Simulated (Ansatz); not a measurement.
# FH₃Se₃Sn: up Jacob's ladder to CCSD(T)

The task here is to estimate one member of a computed series from the others.

Computed with Ansatz 0.2.0, Gaussian basis. Level: functionals in def2-TZVPP, the program's frozen cores in correlated methods.

Levels to be run: LDA (SPW92), PBE-D4, revPBE-D4, BLYP-D4, r2SCAN-D4, B97M-V, PBE0-D4, B3LYP-D4, r2SCANh-D4, r2SCAN0-D4, HSE06-D4, BHLYP-D4, CAM-B3LYP-D4, LC-ωPBE, ωB97X-V, ωB97M-V, B2PLYP, PBE-QIDH; CCSD(T)/def2-SVP; MP2/def2-TZVPP; MP2/def2-QZVPP; RPA on PBE.

1 further run of the same task is left out (for a known fault of the program). Runs told in other sessions of the task aren't counted.

## Structure used throughout

The geometry comes from an earlier relaxation with PBE0-D4 in a triple-zeta def2 set; it is a stationary point, not always the lowest conformer. Sn takes the def2 core potential; no spin-orbit term is included.

8 atoms, charge 0, spin multiplicity 1.

Atoms are counted from 1 here; the program's logs count them from 0.

Bond lengths: F1–Sn2 1.923 Å, Sn2–Se3 2.509 Å, Sn2–Se4 2.515 Å, Sn2–Se5 2.506 Å, Se3–H6 1.470 Å, Se4–H7 1.471 Å, Se5–H8 1.470 Å. Angles: F1–Sn2–Se3 108.9°, F1–Sn2–Se4 101.5°, F1–Sn2–Se5 107.1°, Se3–Sn2–Se4 114.4°, Se3–Sn2–Se5 108.4°, Se4–Sn2–Se5 115.9°, Sn2–Se3–H6 89.8°, Sn2–Se4–H7 88.5°, Sn2–Se5–H8 90.3°.

Set-up of the first run:

The input, in.yaml:

```yaml
crystal:
  periodic: [false, false, false]
  atoms:
    - {symbol: F, position_ang: [-1.346751, 0.010040, 1.409489]}
    - {symbol: Sn, position_ang: [0.066845, -0.254913, 0.132639]}
    - {symbol: Se, position_ang: [2.269014, -0.194578, 1.333974]}
    - {symbol: Se, position_ang: [-0.311407, 1.668338, -1.442744]}
    - {symbol: Se, position_ang: [-0.239778, -2.543662, -0.841992]}
    - {symbol: H, position_ang: [2.457706, 1.199761, 0.909966]}
    - {symbol: H, position_ang: [-1.157699, 2.293429, -0.415161]}
    - {symbol: H, position_ang: [-1.645730, -2.235416, -1.141971]}
basis:
  gaussian: {orbitals: def2-TZVPP}
hamiltonian: {xc: lda}
output: {orbitals: {seedname: orbitals}}
```

Run with:

```bash
> ansatz run in.yaml --threads 4 --pin off --events-out ev --progress --plain --max-ram 11315MiB
```

Among the steps run: LDA; PBE-D4 (GGA); revPBE-D4 (GGA); BLYP-D4 (GGA); r2SCAN-D4 (meta-GGA); B97M-V (meta-GGA); B3LYP-D4 (hybrid); r2SCANh-D4 (hybrid); r2SCAN0-D4 (hybrid); HSE06-D4 (hybrid); BHLYP-D4 (hybrid); CAM-B3LYP-D4 (range-separated); LC-ωPBE (range-separated); ωB97X-V (range-separated); ωB97M-V (range-separated); B2PLYP (double hybrid); PBE-QIDH (double hybrid).

One of the session's tables, all rows but one given; the rest of the session is left out.

It belongs to the step «Orbital energies across the functionals». 

```
  functional  HOMO (eV)  LUMO (eV)  gap (eV)
 LDA (SPW92)      -6.47      -3.53      2.95
      PBE-D4      -6.32      -3.23      3.08
   revPBE-D4      -6.26      -3.14      3.13
     BLYP-D4      -6.13      -3.16      2.97
   r2SCAN-D4      -6.62      -3.11      3.51
      B97M-V      -6.67      -2.92      3.74
     PBE0-D4      -7.48      -2.45      5.03
    B3LYP-D4      -7.22      -2.71      4.51
  r2SCANh-D4          ?          ?         ?
  r2SCAN0-D4      -7.68      -2.39      5.29
    HSE06-D4      -7.09      -2.81      4.28
    BHLYP-D4      -8.46      -1.57      6.89
CAM-B3LYP-D4      -8.73      -1.53      7.20
     LC-ωPBE     -10.10      -0.40      9.70
     ωB97X-V      -9.75      -0.48      9.26
     ωB97M-V      -9.60      -0.60      9.00
```

Estimate the missing values for r2SCANh-D4.

Worked estimate for «HOMO (eV)». Against the share of exact exchange, r2SCAN-D4 (0, -6.62), r2SCAN0-D4 (0.25, -7.68) give a slope of -4.24 per unit share; at 0.1 the line stands at -7.04.

The run gave: HOMO (eV): -7.04; LUMO (eV): -2.82; gap (eV): 4.22. In «HOMO (eV)» the line misses by 0.00.
